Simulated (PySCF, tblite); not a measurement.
**C6H10FNSi2: geometry, infrared bands and NMR shifts**

Wanted: the infrared bands and NMR shifts of C6H10FNSi2 (`N#C[C@@H]1CC[SiH2]/C1=C\[SiH2]F`), by calculation.

Programs: tblite 0.8.0 and PySCF 2.14.0, with density-fitted response routines of our own. Each step states its level of theory. These are calculated values for one molecule in the gas phase, unless marked as measured. Atoms are numbered from 0 throughout.

### 1 The molecule as given

20 atoms, charge 0, multiplicity 1; geometry from: force field or distance geometry start.

Bonds of the start (Å): N0–C1 1.16, C1–C2 1.48, C2–C3 1.56, C3–C4 1.55, C4–Si5 1.90, Si5–C6 1.91, C6–C7 1.36, C7–Si8 1.85, Si8–F9 1.60, C6–C2 1.52, C2–H10 1.10, C3–H11 1.10, C3–H12 1.08, C4–H13 1.10, C4–H14 1.09, Si5–H15 1.47, Si5–H16 1.48, C7–H17 1.07, Si8–H18 1.49, Si8–H19 1.48.

### 2 Optimising the geometry with GFN2-xTB

The job: settings as JSON, then the geometry in Å.

```
{"job": {"kind": "relax", "xc": "GFN2-xTB", "basis": "xTB"}, "charge": 0, "multiplicity": 1}
N     -2.318700     0.920500     2.401600
C     -1.724300     1.002700     1.406300
C     -0.947400     1.088200     0.153800
C     -1.801900     0.593300    -1.053100
C     -1.816800    -0.957200    -1.036000
Si    -0.054400    -1.448000    -0.539400
C      0.333200     0.264000     0.222500
C      1.516700     0.726900     0.695900
Si     3.156500    -0.109700     0.822900
F      3.626100    -0.453200    -0.664200
H     -0.709900     2.144300    -0.028300
H     -2.829200     0.973200    -1.017200
H     -1.352200     0.943600    -1.970100
H     -2.082900    -1.354900    -2.027700
H     -2.529900    -1.323600    -0.298800
H      0.810900    -1.679000    -1.705200
H     -0.016200    -2.509700     0.495000
H      1.565500     1.733000     1.070700
H      4.128600     0.815800     1.458600
H      3.041200    -1.359700     1.609600
```

The run is started by

```console
$ OMP_NUM_THREADS=1 python probes_run.py task.json out
```

The driver reads the jobs from task.json and runs them one after another.

**Question.** This job is followed by: GFN2-xTB harmonic vibrations, gas phase; GIAO PBE0/pcSseg-1 NMR shielding, non-relativistic, gas phase. What will the session give for the following? strongest single infrared mode (GFN2-xTB); zero-point energy (GFN2-xTB); 13C shifts against TMS (PBE0/pcSseg-1); 1H shifts against TMS (PBE0/pcSseg-1); 15N shifts against NH3 (PBE0/pcSseg-1); 29Si shifts against TMS (PBE0/pcSseg-1); 19F shifts against CFCl3 (PBE0/pcSseg-1).

As calculated:

| quantity | value |
| --- | --- |
| strongest single infrared mode (GFN2-xTB) | 2304 cm⁻¹, 407 km/mol |
| zero-point energy (GFN2-xTB) | 87.1 kcal/mol |
| 13C shifts against TMS (PBE0/pcSseg-1) | 170.2, 147.1, 125.2, 44.1, 33.6, 10.7 ppm |
| 1H shifts against TMS (PBE0/pcSseg-1) | 6.86, 5.50, 5.46, 4.73, 4.53, 3.38, 2.39, 1.76, 1.56, 1.16 ppm |
| 15N shifts against NH3 (PBE0/pcSseg-1) | 303.1 ppm |
| 29Si shifts against TMS (PBE0/pcSseg-1) | -5.4, -43.5 ppm |
| 19F shifts against CFCl3 (PBE0/pcSseg-1) | -235.2 ppm |

**Reading.** Over 161 steps the energy fell by 0.270 eV; of the close pairs, C1–C2 changed most, 1.476 to 1.443 Å. All 54 modes are real, so the xTB geometry is a minimum. The strongest single mode, at 2304 cm⁻¹, moves mainly H16. Unscaled tight-binding wavenumbers are off by several per cent, some by more. Its intensities can rank the bands wrongly. H17 (hydrogen on an alkene CH) lies farthest downfield among hydrogen, at 6.86 ppm; attached to an sp2 carbon and in the plane of the double bond. At PBE0/pcSseg-1: Shielding is most anisotropic at N0 (span 487 ppm, paramagnetic term -376 ppm).
